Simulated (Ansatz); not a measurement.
A run of Ansatz 0.2.0 is set up as follows.

File input.yaml:

```yaml
crystal:
  lattice:
    - [3.822322, 0.0, 0.0]
    - [0.0, 3.822322, 0.0]
    - [0.0, 0.0, 3.822322]
  atoms:
    - { symbol: Fe, position: [0.0, 0.0, 0.5], spin: 2.2666666667 }
    - { symbol: Fe, position: [0.0, 0.5, 0.0], spin: 2.2666666667 }
    - { symbol: Fe, position: [0.5, 0.0, 0.0], spin: 2.2666666667 }
    - { symbol: Al, position: [0.5, 0.5, 0.5] }
    - { symbol: B, position: [0.0, 0.0, 0.0] }
hamiltonian:
  xc: pbesol
  pseudopotentials: { kind: paw }
magnetization:
  spin_polarized: true
  initial_magnetization: 6.8
  spin_locking: { lock_magnetization: hard }
kpoints:
  mp_grid: { grid: [6, 6, 6] }
scf:
  occupations: { method: fermi_dirac, width: 0.05 }
  lower_state_search: "off"
output:
  forces: true
  stress: true
  eigenvalues: true
  write_density: true
  write_potential: true
  elf: true
  volumetric_format: npy
```

Potentials or basis: Ansatz PAW.

Command:

```bash
$ ansatz run input.yaml --threads 2 --pin off --max-ram 5632MiB --backend cpu --events-out ev --progress --plain --runs-dir out
```

Q: Estimate the pressure.

A: 4.1 GPa.

Caveat: the total moment is fixed, so each spin has its own Fermi level; the PAW data sets come from PBE, with cores solved anew for the run's functional, which leaves a small shift of forces and pressure; the thresholds are loose for stress.
